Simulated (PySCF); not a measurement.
# CeH4S2 (Ce(H2S)23+): the cost of one run

Computed with PySCF 2.14.0. Level: several levels, as the steps say, no spin–orbit coupling.

2 further runs of the same task are left out: 1 for a known fault of the program, 1 that didn't finish.

## 1. The starting structure

7 atoms, charge 3, spin multiplicity 1.

Bond lengths: Ce1–S2 2.926 Å, Ce1–S5 2.926 Å, S2–H3 1.370 Å, S2–H4 1.369 Å, S5–H6 1.370 Å, S5–H7 1.369 Å. Angles: S2–Ce1–S5 104.2°, Ce1–S2–H3 109.3°, Ce1–S2–H4 109.6°, H3–S2–H4 97.1°, Ce1–S5–H6 109.3°, Ce1–S5–H7 109.6°, H6–S5–H7 97.1°.

Geometry (Å):

```xyz
7
charge 3, multiplicity 1
Ce    1.3926    0.0000    0.0000
S    -0.4042    0.1354    2.3049
H     0.3377    0.2025    3.4544
H    -0.9540    1.3870    2.3856
S    -0.4042   -0.1354   -2.3049
H     0.3377   -0.2025   -3.4544
H    -0.9540   -1.3870   -2.3856
```

Formal oxidation states: Ce +3. Each metal's 1 4f electrons lie in its core potential, so multiplicities, spins and levels count the valence alone. An earlier session relaxed this geometry at PBE0, Ce lcecp-1-SVP with ECP47, S def2-SVP, H def2-SVP (singlet, point group C2).

At PBE0 on the finer grid: E = -829.298265 Eh, HOMO -22.24 eV, LUMO -17.81 eV, Mulliken charge on Ce1 +2.02 e, largest force component 0.005 eV/Å. 

Levels to run: M06-L; PBE; HF; BP86; PBE0, TZVP. Hardware: 2 threads of Arm Neoverse V2, shared host.

## 2. M06-L

run.py (the lines that set the calculation)

```python
mol = gto.M(atom='''
Ce     1.39256     0.00000     0.00000
S     -0.40420     0.13541     2.30489
H      0.33770     0.20251     3.45439
H     -0.95400     1.38703     2.38563
S     -0.40420    -0.13541    -2.30489
H      0.33770    -0.20251    -3.45439
H     -0.95400    -1.38703    -2.38563''',
    basis={'Ce': 'lcecp-1-SVP', 'S': 'def2-SVP', 'H': 'def2-SVP'},
    ecp={'Ce': 'lcecp-1-SVP'},
    charge=3, spin=0)
mf = dft.RKS(mol, xc='M06L')
mf.grids.atom_grid = (75, 302)  # f atoms: unpruned, at least (60, 302)
mf = mf.density_fit()  # fitting sets: Ce AutoAux, S def2-universal-JKFIT, H def2-universal-JKFIT
mf.conv_tol = 1e-08; mf.max_cycle = 55
mf.kernel(dm0)  # dm0: the density of the relaxed state
```

Launch:

```
$ OMP_NUM_THREADS=2 python run.py
```

**Question.** How long does this run take on 2 threads of Arm Neoverse V2, shared host?

About 4.6 s.
